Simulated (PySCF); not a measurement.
# A diatomic session: ZnSn

One table from this session's results is given with a row withheld; the runs are named, their logs left out.

Computed with PySCF 2.14.0. Level: Zn def2-SVP, Sn def2-SVP with ECP28, scalar-relativistic core potentials.

Set-up of the first run:

The job is set up so:

```yaml
atoms: Zn, Sn
charge: 0
basis: Zn def2-SVP, Sn def2-SVP with ECP28
Hamiltonian: scalar-relativistic core potentials
basis_functions: 57
electrons_treated: 52
masses_in_u: 63.9291, 119.9022
levels: PBE0, PBE, r²SCAN, BHandHLYP, PW91, B3LYP, HF, MP2, SCS-MP2
grid: 80 radial by 434 angular points
occupations: held fixed by the projection of orbital angular momentum
dissociation_limit: Zn + Sn, each in its ground configuration
starting_distance_in_angstrom: 2.540
values_of_2S_to_try: 0, 2
```

Started as:

```bash
> OMP_NUM_THREADS=1 python dia.py task.json out
```

Steps of the session up to this table: The job; The PBE0 curve of the state that the search chose; Other states along the same grid; PBE; r²SCAN; BHandHLYP (global hybrid GGA); PW91; B3LYP (global hybrid GGA); ROHF.

One of the session's tables, all rows but one given; the rest of the session is left out.

Energy (eV) from each level's lowest point:

| R (Å) | ROHF | ROHF-MP2 | ROHF-SCS-MP2 | PBE | PW91 |
| --- | --- | --- | --- | --- | --- |
| 2.272 | 0.912 | 0.548 | 0.626 | 0.423 | 0.412 |
| 2.378 | 0.545 | 0.250 | 0.310 | 0.170 | 0.163 |
| 2.483 | 0.310 | 0.087 | 0.128 | 0.043 | 0.039 |
| 2.563 | 0.194 | 0.025 | 0.052 | 0.005 | 0.003 |
| 2.642 | ? | ? | ? | ? | ? |
| 2.721 | 0.062 | 0.000 | 0.000 | 0.019 | 0.020 |
| 2.827 | 0.021 | 0.026 | 0.009 | 0.068 | 0.071 |
| 2.959 | 0.000 | 0.080 | 0.045 | 0.150 | 0.155 |
| 3.118 | 0.000 | 0.159 | 0.104 | 0.260 | 0.267 |
| 3.329 | 0.017 | 0.260 | 0.185 | 0.400 | 0.409 |

Estimate the missing values for R (Å) = 2.642.

Worked estimate for «ROHF». A straight line through the neighbours (2.563, 0.194) and (2.721, 0.062) gives 0.194 + (0.062 − 0.194) × (2.642 − 2.563) / (2.721 − 2.563) = 0.128; a parabola fitted to 4 rows on both sides gives 0.116.

As computed: ROHF: 0.115; ROHF-MP2: 0.000; ROHF-SCS-MP2: 0.013; PBE: 0.000; PW91: 0.000. In «ROHF» the line misses by +0.013 and the parabola by +0.001.

State 3 has its PBE0 minimum 0.56 eV higher. The other levels ran on the lowest alone.
